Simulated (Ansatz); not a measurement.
# Cl2FH2NZr: the cost of one run

Method: RKS PBE0-D4/def2-SVP, in Ansatz 0.2.0.

## Step 1: The system as given

Bond lengths: Zr1–F2 1.980 Å, Zr1–Cl3 2.520 Å, Zr1–Cl4 2.518 Å, Zr1–N5 2.208 Å, N5–H6 1.060 Å, N5–H7 1.060 Å. Angles: F2–Zr1–Cl3 109.5°, F2–Zr1–Cl4 109.5°, F2–Zr1–N5 109.5°, Cl3–Zr1–Cl4 109.5°, Cl3–Zr1–N5 109.5°, Cl4–Zr1–N5 109.5°, Zr1–N5–H6 120.0°, Zr1–N5–H7 120.0°, H6–N5–H7 120.0°.

As a file:

```xyz
7

Zr    0.0000    0.0000    0.0000
F     0.0000    0.0000    1.9800
Cl    2.3764    0.0000   -0.8392
Cl   -1.1869    2.0563   -0.8392
N    -1.0409   -1.8034   -0.7359
H    -1.5759   -2.4197   -0.0595
H    -1.0055   -2.0526   -1.7656
```

## Step 2: Preparing the start

input.yaml

```yaml
crystal:
  periodic: [false, false, false]
  atoms:
    - { symbol: Zr, position_ang: [0.0, 0.0, 0.0] }
    - { symbol: F, position_ang: [0.0, 0.0, 1.98] }
    - { symbol: Cl, position_ang: [2.3764, 0.0, -0.8392] }
    - { symbol: Cl, position_ang: [-1.1869, 2.0563, -0.8392] }
    - { symbol: "N", position_ang: [-1.0409, -1.8034, -0.7359] }
    - { symbol: H, position_ang: [-1.5759, -2.4197, -0.0595] }
    - { symbol: H, position_ang: [-1.0055, -2.0526, -1.7656] }
basis:
  gaussian: { orbitals: def2-SVP }
hamiltonian:
  xc: pbe0
  dispersion: d4
relax:
  f_tol: 0.02
  max_steps: 40
```

Command:

```bash
ansatz run input.yaml --threads 2 --pin off --max-ram 3072MiB --backend cpu --events-out ev --progress --plain --runs-dir out
```

What time and memory should one allow on 2 threads of Arm Neoverse V1, shared host?

About 39 s, with a peak of 0.25 GiB.
